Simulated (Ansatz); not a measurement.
I need a phonon calculation by finite displacements of Sr3Ca, space group Fm-3m. Use Ansatz 0.2.0 through its Python package. Use: r2SCAN, PAW, cutoff 653 eV, 5×5×5 k-points, Fermi-Dirac smearing of 0.1 eV.

Contents of `sr3ca.xyz`:
```text
4
Lattice="0.0 4.73045223 4.73045223 4.73045223 0.0 4.73045223 4.73045223 4.73045223 0.0" Properties=species:S:1:pos:R:3 pbc="T T T"
Sr    2.36522612    2.36522612    2.36522612
Sr    7.09567834    7.09567834    7.09567834
Sr    4.73045223    4.73045223    4.73045223
Ca    0.00000000    0.00000000    0.00000000
```

The script, `sr3ca_phonons.py`:
```python
"""Phonons of Sr3Ca by finite displacements."""

from pathlib import Path

import ansatz as az
import numpy as np

crystal = az.Crystal.from_extxyz("sr3ca.xyz")

# the cell itself: zone-centre modes alone
setup = (
    crystal.calculation()
    .basis(24 * az.Ha)
    .pseudopotentials("paw")
    .occupations("Fermi-Dirac")
    .functional(az.Functional.R2SCAN)
    .kpoints(5, 5, 5)
    .phonons("fd", supercell=1)
)
res = setup.run(threads=1, backend="cpu", runs_dir="phonon_runs")
folder = Path(res.output_folder) / "results"
ph = res.phonons

print("modes at Gamma (1/cm):", np.round(ph.gamma_omega_inv_cm, 1) + 0.0)
print(f"{ph.n_members} displaced supercells, sum-rule residual {ph.asr_residual_pre_ev_ang2:.1e} eV/A^2")
optical = np.sort(ph.gamma_omega_inv_cm)
print("imaginary modes at Gamma:", int((optical < -10).sum()), "- highest mode", round(float(optical[-1]), 1), "1/cm")
```

Running `python sr3ca_phonons.py` prints:
```text
modes at Gamma (1/cm): [  0.    0.    0.   80.6  80.6  80.6  86.5  86.5  86.5 121.4 121.4 121.4]
3 displaced supercells, sum-rule residual 4.1e-05 eV/A^2
imaginary modes at Gamma: 0 - highest mode 121.4 1/cm
```

The cell isn't relaxed first, so the values belong to this volume. The mesh is modest for a metal, so energies can be off by several to tens of meV an atom and pressures by half a GPa or more; differences at equal mesh fare better. This cell is a computed structure, which may not be the phase found in nature. The structure is taken as given and the supercell is small; imaginary modes can come from an unrelaxed or unstable start. Phonons of metals also depend on mesh and smearing. Hardware and time: 2.4 min on 1 thread of Arm Neoverse V2 (shared host), peak memory 2.3 GiB.
